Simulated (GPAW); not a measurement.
# SnSe2 (P-3m1) in GPAW: a series of runs

The runs below take SnSe2 through band structure, equation of state, with PBE, optPBE-vdW.

All numbers are computed with GPAW 26.7.0; they aren't measurements. Logs are shortened: lines on timing, memory, paths and dates and some standing lists are left out, and cuts for length are marked. The log counts tension as positive stress, the text compression.

## (1) The crystal as given

The structure is trigonal, space group P-3m1 (No. 164). Conventional cell: a = 3.811 Å, b = 3.811 Å, c = 6.136 Å, α = 90.00°, β = 90.00°, γ = 120.00°. Around Sn (site symmetry -3m) lie 6 Se at 2.68 Å. Around Se (site symmetry 3m) lie 3 Sn at 2.68 Å.

## (2) Band structure, PBE

File run.py:

```python
from ase.dft.bandgap import bandgap
from ase.io import read, write
from gpaw import GPAW

atoms = read('SnSe2.xyz')

calc = GPAW(mode='lcao',
            h=0.2,
            basis='sz(dzp)',
            xc='PBE',
            kpts={'size': (6, 6, 3), 'gamma': True},
            occupations={'name': 'fermi-dirac', 'width': 0.05},
            convergence={'density': 1e-05, 'energy': 1e-05},
            maxiter=150,
            txt='gpaw.txt')
atoms.calc = calc
energy = atoms.get_potential_energy()
forces = atoms.get_forces()
calc.write('gs.gpw')
write('result.traj', atoms)
print(f'Energy: {energy:.6f} eV')
print('Forces (eV/A):')
print(forces.round(4))
print('Fermi level:', round(calc.get_fermi_level(), 4), 'eV')
print(f'Gap: {bandgap(calc)[0]:.4f} eV, direct: {bandgap(calc, direct=True)[0]:.4f} eV')

path = atoms.cell.bandpath('GMKGALHA,LM,KH', npoints=100, eps=1e-4)
bs_calc = calc.fixed_density(kpts=path, symmetry='off', txt='bands.txt')
bs = bs_calc.band_structure()
bs.write('bs.json')
print(f'Gap on the path: {bandgap(bs_calc)[0]:.4f} eV')
```

File SnSe2.xyz:

```xyz
3
Lattice="3.8110000000 0.0000000000 0.0000000000 -1.9055000000 3.3004228138 0.0000000000 0.0000000000 0.0000000000 6.1360000000" Properties=species:S:1:pos:R:3 pbc="T T T"
Sn     0.0000000000      0.0000000000      0.0000000000
Se     1.9055000002      1.1001409378      4.6081360000
Se    -0.0000000002      2.2002818760      1.5278640000
```

Potentials or basis: GPAW PAW data sets (gpaw-data 1.2.1), lcao:sz(dzp).

The run is started by

```
> OMP_NUM_THREADS=1 python run.py
```

gpaw.txt:

```text
__  _  _
 | _ |_)|_||  |
 |__||  | ||/\| - 26.7.0

Input parameters:
  mode=LCAO(),
  basis={'default': 'sz(dzp)'},
  convergence={'density': 1e-05, 'energy': 1e-05},
  h=0.2,
  kpts=MonkhorstPack(size=(6, 6, 3), gamma=True),
  maxiter=150,
  occupations=Occupations(name='fermi-dirac', width=0.05),
  xc=XC(name='PBE')

             Se

         Se

       Sn

Atoms  # Å, Bohr magnetons
|   | symbol |         x |        y |        z |    initial magnetic moments |
|---|--------|-----------|----------|----------|-----------------------------|
| 0 |     Sn |  0.000000 | 0.000000 | 0.000000 | ( 0.0000,  0.0000,  0.0000) |
| 1 |     Se |  1.905500 | 1.100141 | 4.608136 | ( 0.0000,  0.0000,  0.0000) |
| 2 |     Se | -0.000000 | 2.200282 | 1.527864 | ( 0.0000,  0.0000,  0.0000) |

Unit cell  # Å
| periodic |         x |        y |        z |  lengths |     angles |
|----------|-----------|----------|----------|----------|------------|
|      yes |  3.811000 | 0.000000 | 0.000000 | 3.811000 |  90.000000 |
|      yes | -1.905500 | 3.300423 | 0.000000 | 3.811000 |  90.000000 |
|      yes |  0.000000 | 0.000000 | 6.136000 | 6.136000 | 120.000000 |

Number of symmetries: 12
Symmetry operations  # r_c * U_cc + t_c -> r_c
|    | kind |            matrix            |
|----|------|------------------------------|
|  0 |  σ   |  1, 1, 0,  0,-1, 0,  0, 0, 1 |
|  1 |  S6  |  1, 1, 0, -1, 0, 0,  0, 0,-1 |
|  2 |  E   |  1, 0, 0,  0, 1, 0,  0, 0, 1 |
|  3 |  C2  |  1, 0, 0, -1,-1, 0,  0, 0,-1 |
|  4 |  C2  |  0, 1, 0,  1, 0, 0,  0, 0,-1 |
|  5 |  C3  |  0, 1, 0, -1,-1, 0,  0, 0, 1 |
|  6 |  S6  |  0,-1, 0,  1, 1, 0,  0, 0,-1 |
|  7 |  σ   |  0,-1, 0, -1, 0, 0,  0, 0, 1 |
|  8 |  σ   | -1, 0, 0,  1, 1, 0,  0, 0, 1 |
|  9 |  i   | -1, 0, 0,  0,-1, 0,  0, 0,-1 |
| 10 |  C3  | -1,-1, 0,  1, 0, 0,  0, 0, 1 |
| 11 |  C2  | -1,-1, 0,  0, 1, 0,  0, 0,-1 |

BZ-sampling:
  Number of BZ points: 108
  Number of IBZ points: 17

  Monkhorst-Pack size: [6, 6, 3]
  Monkhorst-Pack shift: [0.08333333333333333, 0.08333333333333333, 0.0]

K-points  # in reciprocal-cell coordinates
|     |                                coordinates |     weight |
|-----|--------------------------------------------|------------|
|   0 | (  0.00000000,   0.00000000,   0.00000000) | 0.00925926 |
|   1 | (  0.00000000,   0.00000000,   0.33333333) | 0.01851852 |
|   2 | (  0.16666667,   0.00000000,  -0.33333333) | 0.05555556 |
|   3 | (  0.16666667,   0.00000000,   0.00000000) | 0.05555556 |
|   4 | (  0.16666667,   0.00000000,   0.33333333) | 0.05555556 |
|   5 | (  0.33333333,  -0.16666667,   0.00000000) | 0.05555556 |
|   6 | (  0.33333333,  -0.16666667,   0.33333333) | 0.11111111 |
|   7 | (  0.33333333,   0.00000000,  -0.33333333) | 0.05555556 |
|   8 | (  0.33333333,   0.00000000,   0.00000000) | 0.05555556 |
|   9 | (  0.33333333,   0.00000000,   0.33333333) | 0.05555556 |
| ... |                                            |            |
|  16 | (  0.50000000,   0.50000000,   0.33333333) | 0.05555556 |

basis functions: 17
Spin-components: 1 (collinear spins)
Bands:           17
Projectors:      16
Spin-degeneracy: 2
Datatype:        <class 'complex'>

Parallelization:
  kpt:    1
  domain: 1
  band:   1

Density:
  Valence electrons: 26.0
  Components: 1
  Grid points: [16 16 32]
  Charge: 0.0  # |e|

Potential:
  Grid points: [16 16 32]

species:
  Sn:
    name:    Tin
    Z:       50.0
    valence: 14
    core:    36
    charge:  0.0  # [|e|]
    compensation charges:
      type: gauss
      rc: 0.38  # [Å]
      lmax: 2
    cutoffs:
      filter: 2.23  # [Å]
      core: 2.35  # [Å]
    projectors
    | kind |    occ | energy [eV] | rcut [Å] |
    |------|--------|-------------|----------|
    |   5s |  2.000 |     -10.538 |    1.201 |
    |   5p |  2.000 |      -3.696 |    1.270 |
    |   4d | 10.000 |     -25.845 |    1.185 |
    |    s |        |      16.674 |    1.201 |
    |    p |        |      23.515 |    1.270 |
    |    d |        |       1.367 |    1.185 |

    LCAO basis set for Sn:
      Name: sz(dzp)
      File: <dir>
      Number of radial functions: 3
      Number of spherical harmonics: 9
        l=0, rc=7.1250 Bohr: 5s-sz confined orbital
        l=1, rc=9.5469 Bohr: 5p-sz confined orbital
        l=2, rc=4.0625 Bohr: 4d-sz confined orbital
      Number of RI-basis functions 0

  Se:
    name:    Selenium
    Z:       34.0
    valence: 6
    core:    28
    charge:  0.0  # [|e|]
    compensation charges:
      type: gauss
      rc: 0.27  # [Å]
      lmax: 2
    cutoffs:
      filter: 1.77  # [Å]
      core: 2.67  # [Å]
    projectors
    | kind |    occ | energy [eV] | rcut [Å] |
    |------|--------|-------------|----------|
    |   4s |  2.000 |     -17.277 |    0.847 |
    |   4p |  4.000 |      -6.512 |    1.005 |
    |    s |        |       9.935 |    0.847 |
    |    p |        |      20.699 |    1.005 |
    |    d |        |       0.000 |    0.847 |

    LCAO basis set for Se:
      Name: sz(dzp)
      File: <dir>
      Number of radial functions: 2
      Number of spherical harmonics: 4
        l=0, rc=5.7344 Bohr: 4s-sz confined orbital
        l=1, rc=7.2656 Bohr: 4p-sz confined orbital
      Number of RI-basis functions 0

Reference energy: -300217.757568  # eV

eigensolver:
  <gpaw.new.lcao.eigensolver.LCAOEigensolver object>
density mixing:
  MSR1-Mixer
  Pratt-step length: 0.05
  Maximum mixing coefficient: 0.75
  Old densities: 10
  SVD Regularization: 0.005
  Good broyden scale: 1.0
  Trust region scale: 1.0
  Backstep threshold: 4.0
  History deletion threshold: 6.0
  Fourier metric: weight=20.0, sigma=0.015

occupation numbers:
  Fermi-Dirac:
    width: 0.0500  # eV

FastPoissonSolver using
    Stencil: 8*3+1=25 point O(h^6) finite-difference Laplacian
    FFT axes: [np.int64(0), np.int64(1), np.int64(2)]
    FST axes: []

xc functional:
  name: PBE with 2 nearest neighbor stencil
interpolation: tri-quintic # 5. degree polynomial

             Se

         Se

       Sn

Atoms  # Å, Bohr magnetons
|   | symbol |         x |        y |        z |    initial magnetic moments |
|---|--------|-----------|----------|----------|-----------------------------|
| 0 |     Sn |  0.000000 | 0.000000 | 0.000000 | ( 0.0000,  0.0000,  0.0000) |
| 1 |     Se |  1.905500 | 1.100141 | 4.608136 | ( 0.0000,  0.0000,  0.0000) |
| 2 |     Se | -0.000000 | 2.200282 | 1.527864 | ( 0.0000,  0.0000,  0.0000) |

Unit cell  # Å
| periodic |         x |        y |        z |  lengths |     angles |
|----------|-----------|----------|----------|----------|------------|
|      yes |  3.811000 | 0.000000 | 0.000000 | 3.811000 |  90.000000 |
|      yes | -1.905500 | 3.300423 | 0.000000 | 3.811000 |  90.000000 |
|      yes |  0.000000 | 0.000000 | 6.136000 | 6.136000 | 120.000000 |

Number of symmetries: 12
Symmetry operations  # r_c * U_cc + t_c -> r_c
|    | kind |            matrix            |
|----|------|------------------------------|
|  0 |  σ   |  1, 1, 0,  0,-1, 0,  0, 0, 1 |
|  1 |  S6  |  1, 1, 0, -1, 0, 0,  0, 0,-1 |
|  2 |  E   |  1, 0, 0,  0, 1, 0,  0, 0, 1 |
|  3 |  C2  |  1, 0, 0, -1,-1, 0,  0, 0,-1 |
|  4 |  C2  |  0, 1, 0,  1, 0, 0,  0, 0,-1 |
|  5 |  C3  |  0, 1, 0, -1,-1, 0,  0, 0, 1 |
|  6 |  S6  |  0,-1, 0,  1, 1, 0,  0, 0,-1 |
|  7 |  σ   |  0,-1, 0, -1, 0, 0,  0, 0, 1 |
|  8 |  σ   | -1, 0, 0,  1, 1, 0,  0, 0, 1 |
|  9 |  i   | -1, 0, 0,  0,-1, 0,  0, 0,-1 |
| 10 |  C3  | -1,-1, 0,  1, 0, 0,  0, 0, 1 |
| 11 |  C2  | -1,-1, 0,  0, 1, 0,  0, 0,-1 |

BZ-sampling:
  Number of BZ points: 108
  Number of IBZ points: 17

  Monkhorst-Pack size: [6, 6, 3]
  Monkhorst-Pack shift: [0.08333333333333333, 0.08333333333333333, 0.0]

K-points  # in reciprocal-cell coordinates
|     |                                coordinates |     weight |
|-----|--------------------------------------------|------------|
|   0 | (  0.00000000,   0.00000000,   0.00000000) | 0.00925926 |
|   1 | (  0.00000000,   0.00000000,   0.33333333) | 0.01851852 |
|   2 | (  0.16666667,   0.00000000,  -0.33333333) | 0.05555556 |
|   3 | (  0.16666667,   0.00000000,   0.00000000) | 0.05555556 |
|   4 | (  0.16666667,   0.00000000,   0.33333333) | 0.05555556 |
|   5 | (  0.33333333,  -0.16666667,   0.00000000) | 0.05555556 |
|   6 | (  0.33333333,  -0.16666667,   0.33333333) | 0.11111111 |
|   7 | (  0.33333333,   0.00000000,  -0.33333333) | 0.05555556 |
|   8 | (  0.33333333,   0.00000000,   0.00000000) | 0.05555556 |
|   9 | (  0.33333333,   0.00000000,   0.33333333) | 0.05555556 |
| ... |                                            |            |
|  16 | (  0.50000000,   0.50000000,   0.33333333) | 0.05555556 |

basis functions: 17
Spin-components: 1 (collinear spins)
Bands:           17
Projectors:      16
Spin-degeneracy: 2
Datatype:        <class 'complex'>

Parallelization:
  kpt:    1
  domain: 1
  band:   1

Density:
  Valence electrons: 26.0
  Components: 1
  Grid points: [16 16 32]
  Charge: 0.0  # |e|

Potential:
  Grid points: [16 16 32]

species:
  Sn:
    name:    Tin
    Z:       50.0
    valence: 14
    core:    36
    charge:  0.0  # [|e|]
    compensation charges:
      type: gauss
      rc: 0.38  # [Å]
      lmax: 2
    cutoffs:
      filter: 2.23  # [Å]
      core: 2.35  # [Å]
    projectors
    | kind |    occ | energy [eV] | rcut [Å] |
    |------|--------|-------------|----------|
    |   5s |  2.000 |     -10.538 |    1.201 |
    |   5p |  2.000 |      -3.696 |    1.270 |
    |   4d | 10.000 |     -25.845 |    1.185 |
    |    s |        |      16.674 |    1.201 |
    |    p |        |      23.515 |    1.270 |
    |    d |        |       1.367 |    1.185 |

    LCAO basis set for Sn:
      Name: sz(dzp)
      File: <dir>
      Number of radial functions: 3
      Number of spherical harmonics: 9
        l=0, rc=7.1250 Bohr: 5s-sz confined orbital
        l=1, rc=9.5469 Bohr: 5p-sz confined orbital
        l=2, rc=4.0625 Bohr: 4d-sz confined orbital
      Number of RI-basis functions 0

  Se:
    name:    Selenium
    Z:       34.0
    valence: 6
    core:    28
    charge:  0.0  # [|e|]
    compensation charges:
      type: gauss
      rc: 0.27  # [Å]
      lmax: 2
    cutoffs:
      filter: 1.77  # [Å]
      core: 2.67  # [Å]
    projectors
    | kind |    occ | energy [eV] | rcut [Å] |
    |------|--------|-------------|----------|
    |   4s |  2.000 |     -17.277 |    0.847 |
    |   4p |  4.000 |      -6.512 |    1.005 |
    |    s |        |       9.935 |    0.847 |
    |    p |        |      20.699 |    1.005 |
    |    d |        |       0.000 |    0.847 |

    LCAO basis set for Se:
      Name: sz(dzp)
      File: <dir>
      Number of radial functions: 2
      Number of spherical harmonics: 4
        l=0, rc=5.7344 Bohr: 4s-sz confined orbital
        l=1, rc=7.2656 Bohr: 4p-sz confined orbital
      Number of RI-basis functions 0

Reference energy: -300217.757568  # eV

eigensolver:
  <gpaw.new.lcao.eigensolver.LCAOEigensolver object>
density mixing:
  MSR1-Mixer
  Pratt-step length: 0.05
  Maximum mixing coefficient: 0.75
  Old densities: 10
  SVD Regularization: 0.005
  Good broyden scale: 1.0
  Trust region scale: 1.0
  Backstep threshold: 4.0
  History deletion threshold: 6.0
  Fourier metric: weight=20.0, sigma=0.015

occupation numbers:
  Fermi-Dirac:
    width: 0.0500  # eV

FastPoissonSolver using
    Stencil: 8*3+1=25 point O(h^6) finite-difference Laplacian
    FFT axes: [np.int64(0), np.int64(1), np.int64(2)]
    FST axes: []

xc functional:
  name: PBE with 2 nearest neighbor stencil
interpolation: tri-quintic # 5. degree polynomial

convergence criteria:
- Maximum integral of absolute [dens]ity change: 1e-05 electrons / valence electron
- Maximum [total energy] change in last 3 cyles: 1e-05 eV / valence electron
- Maximum integral of absolute [eigenst]ate change: 4e-08 eV^2 / valence electron
maximum number of iterations: 150

SCF iterations
|iter     | |      energy | eigst |  dens |
|---------|-|-------------|-------|-------|
|iter:   1| |   -9.498482 |      c|       |
|iter:   2| |   -9.355570 |      c| -1.24 |
|iter:   3| |   -8.832013 |      c| -1.29 |
|iter:   4| |   -8.823254 |      c| -2.02 |
|iter:   5| |   -8.821627 |      c| -2.39 |
|iter:   6| |   -8.821608 |      c| -3.38 |
|iter:   7| |   -8.821607c|      c| -4.05 |
|iter:   8| |   -8.821607c|      c| -5.01c|

Converged in 8 steps
Energy contributions relative to reference atoms: (reference = -300217.757568)

Energy contributions:
  Kinetic:          96.166607
  Coulomb:         -86.446809
  Zero:              0.221666
  External:          0.000000
  Xc:              -18.763055
  Entropy:          -0.000032
  Spinorbit:         0.000000
  ----------------------------
  Free energy:      -8.821623
  Extrapolated:     -8.821607

dipole moment: (-6.307357, -10.924664, -20.310651)  # |e|*Ang

Fermi level: 5.983
Eigenvalues  # (at kpt = [0.000, 0.000, 0.000])
| band index |      eig [eV] | occ [0-2] |
|------------|---------------|-----------|
|          0 |       -15.972 |     2.000 |
|        ... |               |           |
|          5 |        -9.138 |     2.000 |
|          6 |        -7.179 |     2.000 |
|          7 |        -0.556 |     2.000 |
|          8 |         4.436 |     2.000 |
|          9 |         4.438 |     2.000 |
|         10 |         4.954 |     2.000 |
|         11 |         4.956 |     2.000 |
|         12 |         5.625 |     1.998 |
|         13 |         6.327 |     0.002 |
|         14 |         8.540 |     0.000 |
|         15 |         9.962 |     0.000 |
|         16 |         9.964 |     0.000 |

Gap: 0.702 eV
Transition (v -> c):
  (s=0, k=0, n=12, [0.00, 0.00, 0.00]) -> (s=0, k=0, n=13, [0.00, 0.00, 0.00])
No difference between direct/indirect transitions

Forces  # eV/Ang
|        x |       y |        z |
|----------|---------|----------|
|  0.00000 | 0.00000 |  0.00000 |  # Sn   0
| -0.00000 | 0.00000 | -2.06879 |  # Se   1
| -0.00000 | 0.00000 |  2.06879 |  # Se   2

# Writing to gs.gpw (mode='')
```

It took 7.8 s on 1 thread of Arm Neoverse V1, shared host; peak memory 0.16 GiB.

These settings aren't checked as converged: the numbers below hold their error.

Results:

```
Free energy             : -8.8216 eV
Largest force           : 2.069 eV/Å
Band gap on the k mesh  : 0.70 eV, direct
Band gap along the path : 0.69 eV, indirect (least direct gap 0.70 eV)
```

Caveat: the real-space grid adds noise to forces; spin-orbit coupling is left out, which moves the levels of the heavy elements; the basis of atomic orbitals isn't converged, which shifts pressures, moduli and gaps.

(Continued in part 2 of 2.)
